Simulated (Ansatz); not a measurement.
# SnH4 (SMILES [SnH4]): functionals against CCSD(T) at one geometry

Aim: energy, forces and dipole at a structure displaced at random from a GFN2-xTB minimum, from CCSD(T) and from density functionals.

Program: Ansatz 0.2.0, Gaussian basis. Level of theory: single points in def2-TZVPP. These are calculated values, not measurements.

Cores are frozen in the correlated methods. Filled d shells of the heavier atoms are correlated. Core potentials replace the inner electrons past krypton, and spin-orbit coupling is left out. B3LYP uses VWN-RPA correlation.

### Step 1. Starting geometry

SMILES `[SnH4]`, 5 atoms, charge 0, spin multiplicity 1.

Atoms are counted from 1 here; the program's logs count them from 0.

Bond lengths: Sn1–H2 1.674 Å, Sn1–H3 1.685 Å, Sn1–H4 1.594 Å, Sn1–H5 1.538 Å. Angles: H2–Sn1–H3 107.6°, H2–Sn1–H4 108.8°, H2–Sn1–H5 109.0°, H3–Sn1–H4 111.7°, H3–Sn1–H5 109.6°, H4–Sn1–H5 110.1°.

As a file:

```mol
H4Sn
  3D, bonds by distance, orders not assigned

  5  4  0  0  0  0  0  0  0  0999 V2000
    0.0234   -0.0077   -0.0235 Sn  0  0
    0.7885   -0.8257    1.2202 H   0  0
   -1.5165    0.4153    0.5153 H   0  0
   -0.0407   -0.9598   -1.2997 H   0  0
    0.8223    1.2639   -0.3537 H   0  0
  1  2  8  0
  1  3  8  0
  1  4  8  0
  1  5  8  0
M  END
```

### Step 2. CCSD(T)/def2-TZVPP

Contents of run/in.yaml:

```yaml
crystal:
  periodic: [false, false, false]
  atoms:
    - {symbol: Sn, position_ang: [0.023400, -0.007700, -0.023500]}
    - {symbol: H, position_ang: [0.788500, -0.825700, 1.220200]}
    - {symbol: H, position_ang: [-1.516500, 0.415300, 0.515300]}
    - {symbol: H, position_ang: [-0.040700, -0.959800, -1.299700]}
    - {symbol: H, position_ang: [0.822300, 1.263900, -0.353700]}
basis:
  gaussian: {orbitals: def2-TZVPP}
correlation: {method: ccsd_t}
output: {forces: true}
```

The command line of these runs was not kept.

### Step 3. PBE0-D4/def2-TZVPP

run/in.yaml, as its differences from that of step 2:

```diff
@@ -10,3 +10,3 @@
   gaussian: {orbitals: def2-TZVPP}
-correlation: {method: ccsd_t}
-output: {forces: true}
+hamiltonian: {xc: pbe0, dispersion: d4}
+output: {forces: true, orbitals: {seedname: orbitals}}
```

### Step 4. wB97M-V/def2-TZVPP

run/in.yaml, as its differences from that of step 3:

```diff
@@ -10,3 +10,3 @@
   gaussian: {orbitals: def2-TZVPP}
-hamiltonian: {xc: pbe0, dispersion: d4}
-output: {forces: true, orbitals: {seedname: orbitals}}
+hamiltonian: {xc: {name: wB97M-V}}
+output: {forces: true}
```

### Step 5. r2SCAN-D4/def2-TZVPP

run/in.yaml, as its differences from that of step 4:

```diff
@@ -10,3 +10,3 @@
   gaussian: {orbitals: def2-TZVPP}
-hamiltonian: {xc: {name: wB97M-V}}
+hamiltonian: {xc: r2scan, dispersion: d4}
 output: {forces: true}
```

### Step 6. PBE-D4/def2-TZVPP

run/in.yaml, as its differences from that of step 5:

```diff
@@ -10,3 +10,3 @@
   gaussian: {orbitals: def2-TZVPP}
-hamiltonian: {xc: r2scan, dispersion: d4}
+hamiltonian: {xc: pbe, dispersion: d4}
 output: {forces: true}
```

### Step 7. r2SCAN0-D4/def2-TZVPP

run/in.yaml, as its differences from that of step 6:

```diff
@@ -10,3 +10,3 @@
   gaussian: {orbitals: def2-TZVPP}
-hamiltonian: {xc: pbe, dispersion: d4}
+hamiltonian: {xc: {name: r2SCAN0}, dispersion: d4}
 output: {forces: true}
```

### Step 8. B3LYP-D4/def2-TZVPP

run/in.yaml, as its differences from that of step 7:

```diff
@@ -10,3 +10,3 @@
   gaussian: {orbitals: def2-TZVPP}
-hamiltonian: {xc: {name: r2SCAN0}, dispersion: d4}
+hamiltonian: {xc: {name: B3LYP}, dispersion: d4}
 output: {forces: true}
```

(Steps that only read results are left out.)

What does the calculation give? Wanted: energy less free atoms, CCSD(T)/def2-TZVPP; RMS force component; RMS force error; HOMO and LUMO, PBE0-D4; T1 diagnostic.

**Answer**, as computed:

| quantity | value |
| --- | --- |
| energy less free atoms, CCSD(T)/def2-TZVPP | -10.970 eV |
| RMS force component | 1.175 to 1.254 eV/Å over the methods |
| RMS force error | PBE0-D4 0.081, wB97M-V 0.031, r2SCAN-D4 0.055, PBE-D4 0.146, r2SCAN0-D4 0.018, B3LYP-D4 0.108 eV/Å |
| HOMO and LUMO, PBE0-D4 | -9.07 and 0.77 eV |
| T1 diagnostic | 0.013 |

In words: Against CCSD(T) the functionals' energies less atoms differ by -0.021 to +0.415 eV, PBE-D4 by +0.415 eV. CCSD(T) in triple zeta still lacks some correlation energy of the bonds, so part of these gaps is its own basis error and they don't rank the functionals. On forces the order runs from r2SCAN0-D4 to PBE-D4. Frozen-core CCSD(T) forces in triple zeta carry basis errors of their own, and this is one geometry, so small gaps rank nothing.
